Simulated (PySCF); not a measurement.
# I⁺: excitation energies in aug-cc-pwCVTZ-PP with ECP28, part 2 of 2

Each state of iodine is computed at each level; their differences give the excitation energy. How far do the methods differ?

PySCF 2.14.0; aug-cc-pwCVTZ-PP with ECP28, scalar relativity through the core potential. The scripts are equivalent inputs of a driver's runs. Earlier steps stand in the parts before.

## (4) I⁺ [Kr] 4d10 5s2 5p3 5d1

UHF:

The input, input.py:

```python
from pyscf import gto, scf, dft, mp, cc
import basis_set_exchange as bse
txt = bse.get_basis("aug-cc-pwCVTZ-PP", elements=["I"], fmt="nwchem", header=False)
cut = txt.index("\nECP")
mol = gto.M(atom="I 0 0 0", charge=1, spin=4, symmetry="D2h",
            basis=gto.basis.parse(txt[:cut]),
            ecp={"I": gto.basis.parse_ecp(txt[cut:])})
mf = scf.UHF(mol)
mf.irrep_nelec = {'Ag': (4, 4), 'B1g': (2, 1), 'B2g': (1, 1), 'B3g': (1, 1), 'B1u': (2, 1), 'B2u': (2, 1), 'B3u': (2, 1)}
mf.kernel()
```

Log:

```text
damping factor = 0
level_shift factor = 0
DIIS = <class 'pyscf.scf.diis.CDIIS'>
diis_start_cycle = 1
diis_space = 10
diis_damp = 0
SCF conv_tol = 1e-09
SCF conv_tol_grad = None
number electrons alpha = 14  beta = 10
cycle= 1 E= -293.961426469765  delta_E= -0.00195  |g|= 0.0125  |ddm|= 0.0547
cycle= 2 E= -293.961592250115  delta_E= -0.000166  |g|= 0.0042  |ddm|= 0.0158
cycle= 3 E= -293.961616560758  delta_E= -2.43e-05  |g|= 0.00069  |ddm|= 0.00905
cycle= 4 E= -293.961617370364  delta_E= -8.1e-07  |g|= 0.000209  |ddm|= 0.00247
cycle= 5 E= -293.961617421524  delta_E= -5.12e-08  |g|= 5.19e-05  |ddm|= 0.000695
cycle= 6 E= -293.961617425728  delta_E= -4.2e-09  |g|= 1.05e-05  |ddm|= 0.000233
cycle= 7 E= -293.961617425857  delta_E= -1.28e-10  |g|= 6.82e-07  |ddm|= 4.45e-05
converged SCF energy = -293.961617425857  <S^2> = 6.0018247  2S+1 = 5.0007298
```

It used 1.8 s of CPU time after the integrals (shared host).

The occupied shells:

| shell | electrons | mean orbital energy (eV) | spread (eV) | rms radius (bohr) |
| --- | --- | --- | --- | --- |
| 4s α | 1 | -223.56 | 0 | 0.796 |
| 4s β | 1 | -222.73 | 0 | 0.796 |
| 4p α | 3 | -164.34 | 0.043 | 0.853 |
| 4p β | 3 | -163.51 | 0.162 | 0.853 |
| 4d α | 5 | -75.209 | 0.278 | 0.995 |
| 4d β | 5 | -74.542 | 0.216 | 0.995 |
| 5s α | 1 | -37.753 | 0 | 2.05 |
| 5s β | 1 | -29.547 | 0 | 2.05 |
| 5p α | 3 | -23.309 | 0.279 | 2.42 |
| 5d α | 1 | -8.356 | 0 | 3.80 |

⟨S²⟩ = 6.002, ⟨L²⟩ = 6.05.

Energies and moments cover only the electrons outside the core potential.

LDA:

Changes to input.py:

```diff
@@ -7,3 +7,3 @@
             ecp={"I": gto.basis.parse_ecp(txt[cut:])})
-mf = scf.UHF(mol)
+mf = dft.UKS(mol, xc="LDA,VWN")
 mf.irrep_nelec = {'Ag': (4, 4), 'B1g': (2, 1), 'B2g': (1, 1), 'B3g': (1, 1), 'B1u': (2, 1), 'B2u': (2, 1), 'B3u': (2, 1)}
```

Log:

```text
damping factor = 0
level_shift factor = 0
DIIS = <class 'pyscf.scf.diis.CDIIS'>
diis_start_cycle = 1
diis_space = 10
diis_damp = 0
SCF conv_tol = 1e-09
SCF conv_tol_grad = None
number electrons alpha = 14  beta = 10
XC functionals = LDA,VWN
    P. A. M. Dirac.,  Math. Proc. Cambridge Philos. Soc. 26, 376 (1930)
    F. Bloch.,  Z. Phys. 57, 545 (1929)
    S. H. Vosko, L. Wilk, and M. Nusair.,  Can. J. Phys. 58, 1200 (1980)
cycle= 1 E= -294.493759584917  delta_E= -0.0117  |g|= 0.0745  |ddm|= 0.473
cycle= 2 E= -294.494119066694  delta_E= -0.000359  |g|= 0.0498  |ddm|= 0.123
cycle= 3 E= -294.494398382851  delta_E= -0.000279  |g|= 0.00341  |ddm|= 0.0536
cycle= 4 E= -294.494402437461  delta_E= -4.05e-06  |g|= 0.000134  |ddm|= 0.00641
cycle= 5 E= -294.494402440675  delta_E= -3.21e-09  |g|= 1.35e-05  |ddm|= 0.000146
cycle= 6 E= -294.494402440727  delta_E= -5.14e-11  |g|= 9e-07  |ddm|= 1.85e-05
converged SCF energy = -294.494402440727  <S^2> = 6.0004747  2S+1 = 5.0001899
```

It used 1.1 s of CPU time after the integrals (shared host).

PBE:

Changes to input.py:

```diff
@@ -7,3 +7,3 @@
             ecp={"I": gto.basis.parse_ecp(txt[cut:])})
-mf = dft.UKS(mol, xc="LDA,VWN")
+mf = dft.UKS(mol, xc="PBE")
 mf.irrep_nelec = {'Ag': (4, 4), 'B1g': (2, 1), 'B2g': (1, 1), 'B3g': (1, 1), 'B1u': (2, 1), 'B2u': (2, 1), 'B3u': (2, 1)}
```

Log:

```text
damping factor = 0
level_shift factor = 0
DIIS = <class 'pyscf.scf.diis.CDIIS'>
diis_start_cycle = 1
diis_space = 10
diis_damp = 0
SCF conv_tol = 1e-09
SCF conv_tol_grad = None
number electrons alpha = 14  beta = 10
XC functionals = PBE
    J. P. Perdew, K. Burke, and M. Ernzerhof.,  Phys. Rev. Lett. 77, 3865 (1996)
    J. P. Perdew, K. Burke, and M. Ernzerhof.,  Phys. Rev. Lett. 78, 1396 (1997)
    J. P. Perdew, K. Burke, and M. Ernzerhof.,  Phys. Rev. Lett. 77, 3865 (1996)
    J. P. Perdew, K. Burke, and M. Ernzerhof.,  Phys. Rev. Lett. 78, 1396 (1997)
cycle= 1 E= -294.921433381296  delta_E= -0.00752  |g|= 0.0198  |ddm|= 0.374
cycle= 2 E= -294.921536343705  delta_E= -0.000103  |g|= 0.00593  |ddm|= 0.0601
cycle= 3 E= -294.921545435499  delta_E= -9.09e-06  |g|= 0.000166  |ddm|= 0.0115
cycle= 4 E= -294.921545440942  delta_E= -5.44e-09  |g|= 9.61e-05  |ddm|= 0.000449
cycle= 5 E= -294.921545442911  delta_E= -1.97e-09  |g|= 2.12e-05  |ddm|= 0.000156
cycle= 6 E= -294.921545443014  delta_E= -1.03e-10  |g|= 1.52e-06  |ddm|= 3.36e-05
converged SCF energy = -294.921545443014  <S^2> = 6.0006906  2S+1 = 5.0002762
```

CPU time 1.6 s on a shared host, the integrals not counted.

PBE0:

Changes to input.py:

```diff
@@ -7,3 +7,3 @@
             ecp={"I": gto.basis.parse_ecp(txt[cut:])})
-mf = dft.UKS(mol, xc="PBE")
+mf = dft.UKS(mol, xc="PBE0")
 mf.irrep_nelec = {'Ag': (4, 4), 'B1g': (2, 1), 'B2g': (1, 1), 'B3g': (1, 1), 'B1u': (2, 1), 'B2u': (2, 1), 'B3u': (2, 1)}
```

Log:

```text
damping factor = 0
level_shift factor = 0
DIIS = <class 'pyscf.scf.diis.CDIIS'>
diis_start_cycle = 1
diis_space = 10
diis_damp = 0
SCF conv_tol = 1e-09
SCF conv_tol_grad = None
number electrons alpha = 14  beta = 10
XC functionals = PBE0
    C. Adamo and V. Barone.,  J. Chem. Phys. 110, 6158 (1999)
    M. Ernzerhof and G. E. Scuseria.,  J. Chem. Phys. 110, 5029 (1999)
cycle= 1 E= -294.943817485735  delta_E= -0.00483  |g|= 0.0129  |ddm|= 0.275
cycle= 2 E= -294.943862908161  delta_E= -4.54e-05  |g|= 0.00182  |ddm|= 0.031
cycle= 3 E= -294.943864111091  delta_E= -1.2e-06  |g|= 0.000676  |ddm|= 0.00479
cycle= 4 E= -294.94386419754  delta_E= -8.64e-08  |g|= 0.000214  |ddm|= 0.000973
cycle= 5 E= -294.943864204392  delta_E= -6.85e-09  |g|= 5.35e-06  |ddm|= 0.000336
cycle= 6 E= -294.94386420441  delta_E= -1.85e-11  |g|= 3.92e-07  |ddm|= 1.76e-05
converged SCF energy = -294.94386420441  <S^2> = 6.0008294  2S+1 = 5.0003317
```

It used 2.3 s of CPU time after the integrals (shared host).

r2SCAN:

Changes to input.py:

```diff
@@ -7,3 +7,3 @@
             ecp={"I": gto.basis.parse_ecp(txt[cut:])})
-mf = dft.UKS(mol, xc="PBE0")
+mf = dft.UKS(mol, xc="R2SCAN")
 mf.irrep_nelec = {'Ag': (4, 4), 'B1g': (2, 1), 'B2g': (1, 1), 'B3g': (1, 1), 'B1u': (2, 1), 'B2u': (2, 1), 'B3u': (2, 1)}
```

Log:

```text
damping factor = 0
level_shift factor = 0
DIIS = <class 'pyscf.scf.diis.CDIIS'>
diis_start_cycle = 1
diis_space = 10
diis_damp = 0
SCF conv_tol = 1e-09
SCF conv_tol_grad = None
number electrons alpha = 14  beta = 10
XC functionals = R2SCAN
    J. W. Furness, A. D. Kaplan, J. Ning, J. P. Perdew, and J. Sun.,  J. Phys. Chem. Lett. 11, 8208-8215 (2020)
    J. W. Furness, A. D. Kaplan, J. Ning, J. P. Perdew, and J. Sun.,  J. Phys. Chem. Lett. 11, 9248-9248 (2020)
    J. W. Furness, A. D. Kaplan, J. Ning, J. P. Perdew, and J. Sun.,  J. Phys. Chem. Lett. 11, 8208-8215 (2020)
    J. W. Furness, A. D. Kaplan, J. Ning, J. P. Perdew, and J. Sun.,  J. Phys. Chem. Lett. 11, 9248-9248 (2020)
cycle= 1 E= -295.046636529887  delta_E= -0.00652  |g|= 0.0142  |ddm|= 0.414
cycle= 2 E= -295.046697572354  delta_E= -6.1e-05  |g|= 0.00875  |ddm|= 0.0447
cycle= 3 E= -295.046713504171  delta_E= -1.59e-05  |g|= 0.00188  |ddm|= 0.0121
cycle= 4 E= -295.046713991958  delta_E= -4.88e-07  |g|= 0.000171  |ddm|= 0.00313
cycle= 5 E= -295.046714011694  delta_E= -1.97e-08  |g|= 2.34e-05  |ddm|= 0.00137
cycle= 6 E= -295.046714012222  delta_E= -5.28e-10  |g|= 1.82e-06  |ddm|= 0.000293
converged SCF energy = -295.046714012222  <S^2> = 6.0012253  2S+1 = 5.0004901
```

CPU time 4.1 s on a shared host, the integrals not counted.

B2PLYP:

Changes to input.py:

```diff
@@ -7,3 +7,3 @@
             ecp={"I": gto.basis.parse_ecp(txt[cut:])})
-mf = dft.UKS(mol, xc="R2SCAN")
+mf = dft.UKS(mol, xc="0.53*HF + 0.47*B88, 0.73*LYP")
 mf.irrep_nelec = {'Ag': (4, 4), 'B1g': (2, 1), 'B2g': (1, 1), 'B3g': (1, 1), 'B1u': (2, 1), 'B2u': (2, 1), 'B3u': (2, 1)}
```

Log:

```text
damping factor = 0
level_shift factor = 0
DIIS = <class 'pyscf.scf.diis.CDIIS'>
diis_start_cycle = 1
diis_space = 10
diis_damp = 0
SCF conv_tol = 1e-09
SCF conv_tol_grad = None
number electrons alpha = 14  beta = 10
XC functionals = 0.53*HF + 0.47*B88, 0.73*LYP
    A. D. Becke.,  Phys. Rev. A 38, 3098 (1988)
    C. Lee, W. Yang, and R. G. Parr.,  Phys. Rev. B 37, 785 (1988)
    B. Miehlich, A. Savin, H. Stoll, and H. Preuss.,  Chem. Phys. Lett. 157, 200 (1989)
cycle= 1 E= -294.628156938418  delta_E= -0.00325  |g|= 0.0115  |ddm|= 0.212
cycle= 2 E= -294.628223322606  delta_E= -6.64e-05  |g|= 0.00289  |ddm|= 0.0225
cycle= 3 E= -294.628226005314  delta_E= -2.68e-06  |g|= 0.0014  |ddm|= 0.00662
cycle= 4 E= -294.628226330664  delta_E= -3.25e-07  |g|= 9.83e-05  |ddm|= 0.00146
cycle= 5 E= -294.628226337417  delta_E= -6.75e-09  |g|= 1.32e-05  |ddm|= 0.000208
cycle= 6 E= -294.628226337501  delta_E= -8.32e-11  |g|= 1.01e-06  |ddm|= 2.64e-05
converged SCF energy = -294.628226337501  <S^2> = 6.0008098  2S+1 = 5.0003239
```

It used 2.8 s of CPU time after the integrals (shared host).

Script and log cover the SCF part. The PT2 part, added by the driver, -0.09306 hartree before scaling by 0.27, brings the total to -294.653353 hartree.

HSE06:

Changes to input.py:

```diff
@@ -7,3 +7,3 @@
             ecp={"I": gto.basis.parse_ecp(txt[cut:])})
-mf = dft.UKS(mol, xc="0.53*HF + 0.47*B88, 0.73*LYP")
+mf = dft.UKS(mol, xc="HSE06")
 mf.irrep_nelec = {'Ag': (4, 4), 'B1g': (2, 1), 'B2g': (1, 1), 'B3g': (1, 1), 'B1u': (2, 1), 'B2u': (2, 1), 'B3u': (2, 1)}
```

Log:

```text
damping factor = 0
level_shift factor = 0
DIIS = <class 'pyscf.scf.diis.CDIIS'>
diis_start_cycle = 1
diis_space = 10
diis_damp = 0
SCF conv_tol = 1e-09
SCF conv_tol_grad = None
number electrons alpha = 14  beta = 10
XC functionals = HSE06
    J. Heyd, G. E. Scuseria, and M. Ernzerhof.,  J. Chem. Phys. 118, 8207 (2003)
    J. Heyd, G. E. Scuseria, and M. Ernzerhof.,  J. Chem. Phys. 124, 219906 (2006)
    A. V. Krukau, O. A. Vydrov, A. F. Izmaylov, and G. E. Scuseria.,  J. Chem. Phys. 125, 224106 (2006)
cycle= 1 E= -294.939148590537  delta_E= -0.0048  |g|= 0.0125  |ddm|= 0.273
cycle= 2 E= -294.939196021502  delta_E= -4.74e-05  |g|= 0.0023  |ddm|= 0.035
cycle= 3 E= -294.939197909663  delta_E= -1.89e-06  |g|= 0.00108  |ddm|= 0.00611
cycle= 4 E= -294.939198320724  delta_E= -4.11e-07  |g|= 0.000163  |ddm|= 0.00141
cycle= 5 E= -294.939198324501  delta_E= -3.78e-09  |g|= 3.99e-06  |ddm|= 0.000294
cycle= 6 E= -294.939198324509  delta_E= -7.28e-12  |g|= 8.36e-07  |ddm|= 1.25e-05
converged SCF energy = -294.939198324509  <S^2> = 6.000776  2S+1 = 5.0003104
```

It used 4.2 s of CPU time after the integrals (shared host).

TPSS:

Changes to input.py:

```diff
@@ -7,3 +7,3 @@
             ecp={"I": gto.basis.parse_ecp(txt[cut:])})
-mf = dft.UKS(mol, xc="HSE06")
+mf = dft.UKS(mol, xc="TPSS")
 mf.irrep_nelec = {'Ag': (4, 4), 'B1g': (2, 1), 'B2g': (1, 1), 'B3g': (1, 1), 'B1u': (2, 1), 'B2u': (2, 1), 'B3u': (2, 1)}
```

Log:

```text
damping factor = 0
level_shift factor = 0
DIIS = <class 'pyscf.scf.diis.CDIIS'>
diis_start_cycle = 1
diis_space = 10
diis_damp = 0
SCF conv_tol = 1e-09
SCF conv_tol_grad = None
number electrons alpha = 14  beta = 10
XC functionals = TPSS
    J. Tao, J. P. Perdew, V. N. Staroverov, and G. E. Scuseria.,  Phys. Rev. Lett. 91, 146401 (2003)
    J. P. Perdew, J. Tao, V. N. Staroverov, and G. E. Scuseria.,  J. Chem. Phys. 120, 6898 (2004)
    J. Tao, J. P. Perdew, V. N. Staroverov, and G. E. Scuseria.,  Phys. Rev. Lett. 91, 146401 (2003)
    J. P. Perdew, J. Tao, V. N. Staroverov, and G. E. Scuseria.,  J. Chem. Phys. 120, 6898 (2004)
cycle= 1 E= -294.818964087997  delta_E= -0.00655  |g|= 0.0219  |ddm|= 0.376
cycle= 2 E= -294.819040926194  delta_E= -7.68e-05  |g|= 0.00943  |ddm|= 0.0508
cycle= 3 E= -294.819050539391  delta_E= -9.61e-06  |g|= 0.00137  |ddm|= 0.0108
cycle= 4 E= -294.819050944512  delta_E= -4.05e-07  |g|= 0.000225  |ddm|= 0.00247
cycle= 5 E= -294.819050958541  delta_E= -1.4e-08  |g|= 1.23e-05  |ddm|= 0.000405
cycle= 6 E= -294.819050958579  delta_E= -3.77e-11  |g|= 1.87e-06  |ddm|= 2.73e-05
converged SCF energy = -294.819050958579  <S^2> = 6.0008657  2S+1 = 5.0003463
```

It used 4.2 s of CPU time after the integrals (shared host).

CAM-B3LYP:

Changes to input.py:

```diff
@@ -7,3 +7,3 @@
             ecp={"I": gto.basis.parse_ecp(txt[cut:])})
-mf = dft.UKS(mol, xc="TPSS")
+mf = dft.UKS(mol, xc="CAMB3LYP")
 mf.irrep_nelec = {'Ag': (4, 4), 'B1g': (2, 1), 'B2g': (1, 1), 'B3g': (1, 1), 'B1u': (2, 1), 'B2u': (2, 1), 'B3u': (2, 1)}
```

Log:

```text
damping factor = 0
level_shift factor = 0
DIIS = <class 'pyscf.scf.diis.CDIIS'>
diis_start_cycle = 1
diis_space = 10
diis_damp = 0
SCF conv_tol = 1e-09
SCF conv_tol_grad = None
number electrons alpha = 14  beta = 10
XC functionals = CAMB3LYP
    T. Yanai, D. P. Tew, and N. C. Handy.,  Chem. Phys. Lett. 393, 51 (2004)
cycle= 1 E= -294.918123939001  delta_E= -0.00661  |g|= 0.0142  |ddm|= 0.348
cycle= 2 E= -294.918197202669  delta_E= -7.33e-05  |g|= 0.00167  |ddm|= 0.0351
cycle= 3 E= -294.918199232828  delta_E= -2.03e-06  |g|= 0.000356  |ddm|= 0.00629
cycle= 4 E= -294.918199293433  delta_E= -6.06e-08  |g|= 0.000173  |ddm|= 0.000712
cycle= 5 E= -294.91819929877  delta_E= -5.34e-09  |g|= 2.18e-05  |ddm|= 0.000224
cycle= 6 E= -294.918199298945  delta_E= -1.75e-10  |g|= 1.54e-06  |ddm|= 4.24e-05
converged SCF energy = -294.918199298945  <S^2> = 6.0006042  2S+1 = 5.0002417
```

It used 4.2 s of CPU time after the integrals (shared host).

## (5) I⁺ [Kr] 4d10 5s2 5p3 5d1, continued

MP2 (valence):

input.py: that of step 4 with these lines changed.

```diff
@@ -7,4 +7,5 @@
             ecp={"I": gto.basis.parse_ecp(txt[cut:])})
-mf = dft.UKS(mol, xc="CAMB3LYP")
+mf = scf.UHF(mol)
 mf.irrep_nelec = {'Ag': (4, 4), 'B1g': (2, 1), 'B2g': (1, 1), 'B3g': (1, 1), 'B1u': (2, 1), 'B2u': (2, 1), 'B3u': (2, 1)}
 mf.kernel()
+mp.UMP2(mf, frozen=9).kernel()
```

No log was kept for this step.

CPU time 0.53 s on a shared host, the integrals not counted.

With 6 electrons correlated, the MP2 correlation energy is -0.07699 hartree (-0.02343 same spin, -0.05356 opposite spin); the SCS form gives -0.07208. Largest pairs of shells: 5s-5p -0.0418, 5p-5p -0.0118, 5p-5d -0.0080, 5s-5s -0.0080, 5s-5d -0.0074.

MP2 (valence and next inner shell):

Changes to input.py:

```diff
@@ -10,2 +10,2 @@
 mf.kernel()
-mp.UMP2(mf, frozen=9).kernel()
+mp.UMP2(mf, frozen=0).kernel()
```

The driver printed no log here.

It used 1.1 s of CPU time after the integrals (shared host).

With 24 electrons correlated, the MP2 correlation energy is -0.85875 hartree (-0.29868 same spin, -0.56007 opposite spin); the SCS form gives -0.77164. Largest pairs of shells: 4d-4d -0.3768, 4p-4d -0.1296, 4d-5s -0.0760, 4d-5p -0.0735, 4p-4p -0.0442.

Radial density 4πr²ρ of I⁺ at UHF, the electrons outside the core potential:

```
r (bohr)   density  spin density
 0.00215  1.45e-05         0.000
 0.00362  4.01e-05         0.000
 0.00608  0.000106         0.000
  0.0102  0.000251         0.000
  0.0172  0.000505         0.000
  0.0289  0.000882         0.000
  0.0487   0.00137         0.000
  0.0819   0.00369         0.000
   0.138    0.0268         0.001
   0.232     0.350         0.008
   0.390      5.53         0.130
   0.655      26.5         0.379
    1.10      13.3         0.084
    1.85      3.99         1.895
    3.12      1.21         0.990
    5.25     0.134         0.132
    8.82  0.000757         0.001
```

## (6) How the shells move

Highest occupied Hartree-Fock shell of each state: I⁺ [Kr] 4d10 5s2 5p3 6s1 6s α at -8.604 eV; I⁺ [Kr] 4d10 5s2 5p3 5d1 5d α at -8.356 eV.

## (7) The energy differences

Excitation energy: I⁺ [Kr] 4d10 5s2 5p4 (3P) → I⁺ [Kr] 4d10 5s2 5p3 6s1 (5S).

| method | value (eV) | error (eV) |
| --- | --- | --- |
| UHF | 9.110 | -0.555 |
| LDA | 9.642 | -0.023 |
| PBE | 9.486 | -0.179 |
| PBE0 | 9.627 | -0.038 |
| r2SCAN | 9.882 | +0.217 |
| B2PLYP | 9.697 | +0.032 |
| HSE06 | 9.647 | -0.018 |
| TPSS | 9.756 | +0.091 |
| CAM-B3LYP | 9.912 | +0.247 |
| MP2 (valence) | 9.357 | -0.309 |
| SCS-MP2 (valence) | 9.572 | -0.093 |
| MP2 (valence and next inner shell) | 9.381 | -0.284 |
| SCS-MP2 (valence and next inner shell) | 9.570 | -0.095 |

Reference: 9.665 eV (measured; NIST levels, between the centres of gravity of the two terms). Errors of the correlated levels include the incompleteness of this basis.

Excitation energy: I⁺ [Kr] 4d10 5s2 5p4 (3P) → I⁺ [Kr] 4d10 5s2 5p3 5d1 (5D).

```
                                method  value (eV)  error (eV)
                                   UHF       9.532      -0.768
                                   LDA      10.250      -0.050
                                   PBE       9.913      -0.387
                                  PBE0       9.997      -0.303
                                r2SCAN      10.138      -0.162
                                B2PLYP      10.232      -0.068
                                 HSE06      10.046      -0.254
                                  TPSS      10.014      -0.286
                             CAM-B3LYP      10.414      +0.114
                         MP2 (valence)       9.962      -0.338
                     SCS-MP2 (valence)      10.124      -0.176
    MP2 (valence and next inner shell)      10.187      -0.113
SCS-MP2 (valence and next inner shell)      10.282      -0.018
```

Reference: 10.300 eV (measured; NIST levels, between the centres of gravity of the two terms). Errors of the correlated levels include the incompleteness of this basis.

The differences also use runs on I⁺ [Kr] 4d10 5s2 5p4 (3P), which are not shown here.

## (8) Outcome

This closing draws on all 2 parts.

```
                                     quantity                                                                      value
excitation energy, I⁺ → [Kr] 4d10 5s2 5p3 6s1    UHF 9.110, MP2 (valence and next inner shell) 9.381 eV; reference 9.665
excitation energy, I⁺ → [Kr] 4d10 5s2 5p3 5d1  UHF 9.532, MP2 (valence and next inner shell) 10.187 eV; reference 10.300
```

Each level's miss (mean over 2 differences):

```csv
method,mean absolute miss against the measured values (with the measured fine structure taken into account where it is known) (eV)
UHF,0.662
LDA,0.037
PBE,0.283
PBE0,0.170
r2SCAN,0.189
B2PLYP,0.050
HSE06,0.136
TPSS,0.188
CAM-B3LYP,0.180
MP2 (valence),0.323
SCS-MP2 (valence),0.134
MP2 (valence and next inner shell),0.198
SCS-MP2 (valence and next inner shell),0.057
```

Against experiment LDA comes closest (mean absolute error over 2 measured values 0.04 eV), level with B2PLYP and UHF is farthest (0.66 eV). PBE is off by -0.18, -0.39 eV. All values hold for this basis alone; no basis-set limit was taken.
